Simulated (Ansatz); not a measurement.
**Cl₃GaH₂Se: up Jacob's ladder to CCSD(T)**

An exercise on one series of results from a longer session: the logs are not shown, and one member is left open.

Method: functionals in def2-TZVPP, the program's frozen cores in correlated methods; program: Ansatz 0.2.0, Gaussian basis.

The runs, in order: LDA (SPW92), PBE-D4, revPBE-D4, BLYP-D4, r2SCAN-D4, B97M-V, PBE0-D4, B3LYP-D4, r2SCANh-D4, r2SCAN0-D4, HSE06-D4, BHLYP-D4, CAM-B3LYP-D4, LC-ωPBE, ωB97X-V, ωB97M-V, B2PLYP, PBE-QIDH; CCSD(T)/def2-SVP; CCSD(T)/def2-TZVPP; MP2/def2-QZVPP; extrapolation to the limit; RPA on PBE.

## The relaxed structure

All runs share one geometry, relaxed beforehand with PBE0-D4 in a triple-zeta def2 set.

SMILES `[Cl][Ga-]([Cl])([Cl])[SeH2+]`, 7 atoms, charge 0, spin multiplicity 1.

Atoms are counted from 1 here; the program's logs count them from 0.

Bond lengths: Cl1–Ga2 2.147 Å, Ga2–Cl3 2.147 Å, Ga2–Cl4 2.149 Å, Ga2–Se5 2.635 Å, Se5–H6 1.470 Å, Se5–H7 1.470 Å. Angles: Cl1–Ga2–Cl3 118.0°, Cl1–Ga2–Cl4 116.9°, Cl1–Ga2–Se5 98.8°, Cl3–Ga2–Cl4 116.9°, Cl3–Ga2–Se5 98.7°, Cl4–Ga2–Se5 101.2°, Ga2–Se5–H6 93.8°, Ga2–Se5–H7 93.8°, H6–Se5–H7 91.6°.

The first run:

Input file in.yaml:

```yaml
crystal:
  periodic: [false, false, false]
  atoms:
    - {symbol: Cl, position_ang: [-0.700857, -1.180944, 2.251106]}
    - {symbol: Ga, position_ang: [0.034071, -1.025228, 0.239915]}
    - {symbol: Cl, position_ang: [2.033860, -1.696850, -0.158985]}
    - {symbol: Cl, position_ang: [-1.402924, -1.255044, -1.341564]}
    - {symbol: Se, position_ang: [0.464099, 1.573153, 0.169881]}
    - {symbol: H, position_ang: [-0.965236, 1.906868, 0.087668]}
    - {symbol: H, position_ang: [0.598186, 1.610042, -1.293620]}
basis:
  gaussian: {orbitals: def2-TZVPP}
hamiltonian: {xc: lda}
output: {orbitals: {seedname: orbitals}}
```

Launch:

```bash
ansatz run in.yaml --threads 4 --pin off --events-out ev --progress --plain --max-ram 11315MiB
```

Steps of the session up to this table: LDA; PBE-D4 (GGA); revPBE-D4 (GGA); BLYP-D4 (GGA); r2SCAN-D4 (meta-GGA); B97M-V (meta-GGA); B3LYP-D4 (hybrid); r2SCANh-D4 (hybrid); r2SCAN0-D4 (hybrid); HSE06-D4 (hybrid); BHLYP-D4 (hybrid); CAM-B3LYP-D4 (range-separated); LC-ωPBE (range-separated); ωB97X-V (range-separated); ωB97M-V (range-separated); B2PLYP (double hybrid); PBE-QIDH (double hybrid).

One table of the session follows, with a row left open; its other results are not shown here.

It belongs to the step «Frontier levels by functional». 

| functional | HOMO (eV) | gap (eV) |
| --- | --- | --- |
| LDA (SPW92) | -7.49 | 5.11 |
| PBE-D4 | -7.33 | 5.07 |
| revPBE-D4 | -7.28 | 5.07 |
| BLYP-D4 | -7.16 | 4.98 |
| r2SCAN-D4 | ? | ? |
| B97M-V | -7.79 | 5.68 |
| PBE0-D4 | -8.75 | 7.39 |
| B3LYP-D4 | -8.47 | 6.85 |
| r2SCANh-D4 | -8.24 | 6.51 |
| r2SCAN0-D4 | -8.98 | 7.75 |
| HSE06-D4 | -8.35 | 6.61 |
| BHLYP-D4 | -9.87 | 9.44 |
| CAM-B3LYP-D4 | -10.04 | 9.77 |
| LC-ωPBE | -11.41 | 12.37 |
| ωB97X-V | -11.06 | 11.85 |
| ωB97M-V | -10.88 | 11.51 |

**Question.** Estimate the row for r2SCAN-D4.

Worked estimate for «HOMO (eV)». Against the share of exact exchange, r2SCANh-D4 (0.1, -8.24), r2SCAN0-D4 (0.25, -8.98) give a slope of -4.93 per unit share; at 0 the line stands at -7.75.

The run gave: HOMO (eV): -7.72; gap (eV): 5.66. In «HOMO (eV)» the line misses by -0.03.
